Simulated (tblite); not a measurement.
# Al24H12N24 ((6,0) AlN nanotube piece): the cost of one run

Computed with tblite 0.8.0 and PySCF 2.14.0 and routines of our own; the level stands in each step. Atoms count from 0.

## 1. The starting structure

60 atoms, charge 0, multiplicity 1; geometry from: force field, distance geometry or constructed start.

## 2. Optimising the geometry with GFN2-xTB

The job: settings as JSON, then the geometry in Å.

```
{"job": {"kind": "relax", "xc": "GFN2-xTB", "basis": "xTB"}, "charge": 0, "multiplicity": 1}
N      2.588100     1.489600    -1.850700
Al     2.580000     1.494000    -3.659400
N      1.496600     2.580900    -4.553200
N     -0.000700     2.987200    -1.855300
Al    -0.001000     2.981600    -3.649100
N     -1.494700     2.582700    -4.556800
N     -2.583100     1.493100    -1.852400
Al    -2.579800     1.494100    -3.651000
N     -2.980100    -0.002100    -4.554600
N     -2.586000    -1.492200    -1.847500
Al    -2.585300    -1.492600    -3.654600
N     -1.493900    -2.585200    -4.554200
N     -0.003400    -2.982100    -1.844100
Al     0.002200    -2.983400    -3.655200
N      1.489200    -2.578100    -4.554000
N      2.581300    -1.490800    -1.842800
Al     2.583600    -1.489500    -3.651600
N      2.981700    -0.003400    -4.555200
Al     2.982200     0.001800    -0.944900
N      2.586000     1.492300     3.563800
Al     2.580900     1.495200     1.759200
N      1.490500     2.584700     0.855800
Al     1.494800     2.587800    -0.940800
N     -0.004200     2.978500     3.559600
Al     0.000500     2.985400     1.758600
N     -1.497500     2.582300     0.858500
Al    -1.490700     2.585500    -0.948100
N     -2.583800     1.492000     3.562300
Al    -2.582600     1.491800     1.755700
N     -2.981700     0.000400     0.859400
Al    -2.979200     0.000600    -0.948500
N     -2.585100    -1.490100     3.561300
Al    -2.584200    -1.491300     1.755800
N     -1.489300    -2.584500     0.859700
Al    -1.490200    -2.581400    -0.950700
N      0.000500    -2.980600     3.558200
Al    -0.000800    -2.982700     1.753600
N      1.492300    -2.580700     0.853400
Al     1.492500    -2.587100    -0.947500
N      2.578400    -1.488000     3.562300
Al     2.583100    -1.493700     1.761500
N      2.988700    -0.005600     0.859700
Al     2.987700     0.001000     4.459200
Al     1.494000     2.582700     4.461000
Al    -1.495100     2.584900     4.465200
Al    -2.984700     0.001600     4.459400
Al    -1.489000    -2.583100     4.462200
Al     1.491100    -2.580600     4.465100
H      1.703700     2.948500    -5.504800
H     -1.700200     2.948800    -5.503000
H     -3.405100    -0.007300    -5.501900
H     -1.695500    -2.946800    -5.505300
H      1.701700    -2.948500    -5.504900
H      3.400800    -0.001600    -5.508000
H      3.607500    -0.000900     5.872200
H      1.802900     3.126600     5.871300
H     -1.796800     3.117900     5.868800
H     -3.604100     0.007600     5.870000
H     -1.803300    -3.124300     5.874700
H      1.802500    -3.121600     5.869700
```

On the command line:

```sh
$ OMP_NUM_THREADS=8 python large_run.py task.json out
```

This one command runs all jobs of the session in turn.

**Question.** How long does this first job take on 8 threads of Intel Xeon Platinum 8375C at 2.90GHz, shared host, and how much memory does it need?

About 86 s, with a peak of 0.16 GiB.
